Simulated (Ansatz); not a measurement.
**CH9BSi2: a ladder of functionals and wavefunction methods**

An exercise on one series of results from a longer session: the logs are not shown, and one member is left open.

Method: functionals in def2-TZVPP, the program's frozen cores in correlated methods; program: Ansatz 0.2.0, Gaussian basis.

The runs, in order: PBE-D4, r2SCAN-D4, PBE0-D4, B3LYP-D4, ωB97X-V, ωB97M-V, B2PLYP; CCSD(T)/def2-TZVPP; MP2/def2-QZVPP; extrapolation to the limit.

**The geometry**

The geometry comes from an earlier relaxation with PBE0-D4 in a triple-zeta def2 set; it is a stationary point, not always the lowest conformer.

SMILES `C[SiH2]B[SiH3]`, 13 atoms, charge 0, spin multiplicity 1.

Atoms are counted from 1 here; the program's logs count them from 0.

Bond lengths: C1–Si2 1.876 Å, C1–H5 1.092 Å, C1–H6 1.093 Å, C1–H7 1.092 Å, Si2–B3 2.005 Å, Si2–H8 1.492 Å, Si2–H9 1.499 Å, B3–Si4 2.005 Å, B3–H10 1.198 Å, Si4–H11 1.497 Å, Si4–H12 1.488 Å, Si4–H13 1.490 Å. Angles: Si2–C1–H5 110.8°, Si2–C1–H6 110.8°, Si2–C1–H7 111.1°, H5–C1–H6 107.9°, H5–C1–H7 108.2°, H6–C1–H7 107.9°, C1–Si2–B3 115.3°, C1–Si2–H8 109.9°, C1–Si2–H9 109.6°, B3–Si2–H8 111.9°, B3–Si2–H9 102.8°, H8–Si2–H9 106.8°, Si2–B3–Si4 123.1°, Si2–B3–H10 118.2°, Si4–B3–H10 118.7°, B3–Si4–H11 104.2°, B3–Si4–H12 115.4°, B3–Si4–H13 113.4° and more.

The first run:

in.yaml

```yaml
crystal:
  periodic: [false, false, false]
  atoms:
    - {symbol: C, position_ang: [-1.647420, -0.293743, 1.002017]}
    - {symbol: Si, position_ang: [0.122663, -0.904057, 1.116408]}
    - {symbol: B, position_ang: [1.319067, -0.352106, -0.395358]}
    - {symbol: Si, position_ang: [0.873467, 1.144193, -1.653182]}
    - {symbol: H, position_ang: [-1.676251, 0.792798, 0.893552]}
    - {symbol: H, position_ang: [-2.153817, -0.731290, 0.138386]}
    - {symbol: H, position_ang: [-2.213836, -0.562702, 1.896025]}
    - {symbol: H, position_ang: [0.137886, -2.380957, 1.327867]}
    - {symbol: H, position_ang: [0.791065, -0.289254, 2.309513]}
    - {symbol: H, position_ang: [2.344517, -0.950562, -0.553429]}
    - {symbol: H, position_ang: [0.074410, 0.488207, -2.735524]}
    - {symbol: H, position_ang: [2.041096, 1.813364, -2.288934]}
    - {symbol: H, position_ang: [0.007652, 2.191309, -1.042441]}
basis:
  gaussian: {orbitals: def2-TZVPP}
hamiltonian: {xc: pbe, dispersion: d4}
output: {forces: true, orbitals: {seedname: orbitals}}
```

The run is started by

```sh
ansatz run in.yaml --threads 4 --pin off --events-out ev --progress --plain --max-ram 10444MiB
```

Steps of the session up to this table: PBE-D4 (GGA); r2SCAN-D4 (meta-GGA); PBE0-D4 (hybrid); B3LYP-D4 (hybrid); ωB97X-V (range-separated); ωB97M-V (range-separated); B2PLYP (double hybrid); CCSD(T) in def2-TZVPP; MP2 in def2-QZVPP.

One table of the session follows, with a row left open; its other results are not shown here.

```
            method  atomisation energy (kcal/mol)
            PBE-D4                          999.7
         r2SCAN-D4                         1004.3
           PBE0-D4                          997.5
          B3LYP-D4                         1003.8
           ωB97X-V                         1008.1
           ωB97M-V                         1003.0
            B2PLYP                          989.4
     HF/def2-TZVPP                          778.2
    MP2/def2-TZVPP                          973.3
   CCSD/def2-TZVPP                          970.2
CCSD(T)/def2-TZVPP                              ?
           MP2/CBS                          994.9
       CCSD(T)/CBS                          999.9
```

**Question.** Estimate the row for CCSD(T)/def2-TZVPP.

The run gave: atomisation energy (kcal/mol): 978.3. In the column «atomisation energy (kcal/mol)» it lies between MP2/def2-TZVPP (973.3) and B2PLYP (989.4).

Caveats from the session: Free atoms (1 C, 2 Si, 1 B, 9 H) were run apart at each level; the atomisation energy is their sum less the molecule, without zero-point or spin-orbit terms.
